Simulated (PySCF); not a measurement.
# NaBe: the SCF solver's settings

The same problem is solved with other solver options, one edit a run.

The runs use PySCF 2.14.0; method and basis as typed in the scripts.

1 further run of the same task is left out (it didn't finish).

## Step 1: Starting geometry

NaBe: 2 atoms, charge 0, spin multiplicity 2.

No contacts short enough for the rule that draws bonds.

## Step 2: The base run

Contents of input.py:

```python
from pyscf import gto, dft
from pyscf.prop.polarizability import uhf as pol

mol = gto.M(
    atom='Na 0 0 0; Be 0 0 2.662',
    basis='jorge-dzp',
    charge=0,
    spin=1,
    verbose=3,
)
mf = dft.UKS(mol, xc='bp86')
mf.kernel()
print('polarizability (a.u.)')
print(pol.Polarizability(mf).polarizability().round(4))
mf.dip_moment()
print('orbital energies (hartree):', [e[max(0, n-3):n+3].round(4) for e, n in zip(mf.mo_energy, mol.nelec)])
```

Started as:

```console
$ OMP_NUM_THREADS=1 python input.py
```

The log of this run is left out.

In short: E(SCF) = -176.950364 Eh, ⟨S²⟩ = 0.762, μ = 2.49 D, α(xx, yy, zz) = 118.2, 118.2, 269.8 bohr³.

The bond length is a typed value, not an optimised one.

## Step 3: DIIS space 4

Variant 1 changes DIIS space: default → 4.

Contents of input.py:

```python
from pyscf import gto, dft
from pyscf.prop.polarizability import uhf as pol

mol = gto.M(
    atom='Na 0 0 0; Be 0 0 2.662',
    basis='jorge-dzp',
    charge=0,
    spin=1,
    verbose=3,
)
mf = dft.UKS(mol, xc='bp86')
mf.diis_space = 4
mf.kernel()
print('polarizability (a.u.)')
print(pol.Polarizability(mf).polarizability().round(4))
mf.dip_moment()
print('orbital energies (hartree):', [e[max(0, n-3):n+3].round(4) for e, n in zip(mf.mo_energy, mol.nelec)])
```

Started as:

```console
$ OMP_NUM_THREADS=1 python input.py
```

## Step 4: Initial guess vsap

Variant 2 changes initial guess: minao → vsap.

input.py, as its differences from that of step 2:

```diff
@@ -11,2 +11,3 @@
 mf = dft.UKS(mol, xc='bp86')
+mf.init_guess = 'vsap'
 mf.kernel()
```

## Step 5: Initial guess atom

Variant 3 changes initial guess: minao → atom.

input.py, as its differences from that of step 2:

```diff
@@ -11,2 +11,3 @@
 mf = dft.UKS(mol, xc='bp86')
+mf.init_guess = 'atom'
 mf.kernel()
```

## Step 6: Damping 0.95

Variant 4 changes damping: none → 0.95.

input.py, as its differences from that of step 2:

```diff
@@ -11,2 +11,4 @@
 mf = dft.UKS(mol, xc='bp86')
+mf.damp = 0.95
+mf.diis_start_cycle = 8
 mf.kernel()
```

## Step 7: Point-group symmetry on

Variant 5 changes point-group symmetry: off → on.

input.py, as its differences from that of step 2:

```diff
@@ -8,2 +8,3 @@
     spin=1,
+    symmetry=True,
     verbose=3,
```

**Question.** What will these runs give? Wanted: for each run, E(SCF); from base; gap, α spin; SCF dipole; after the SCF.

**Answer**, as computed:

```tsv
run	E(SCF) (hartree)	from base (eV)	gap, α spin (eV)	SCF dipole (D)	after the SCF
base	-176.950364	0	1.08	2.49	mean α 168.7 bohr³
DIIS space 4	-176.950364	0.0000	1.08	2.49	mean α 168.7 bohr³
initial guess vsap	-176.950364	0.0000	1.08	2.49	mean α 168.7 bohr³
initial guess atom	-176.950364	0.0000	1.08	2.49	mean α 168.7 bohr³
damping 0.95	-176.950364	0.0000	1.08	2.49	mean α 168.7 bohr³
point-group symmetry on	-176.950364	0.0000	1.08	2.49	mean α 168.7 bohr³
```

No change of the SCF energy comes from DIIS space 4 or initial guess vsap or initial guess atom or damping 0.95 or point-group symmetry on.
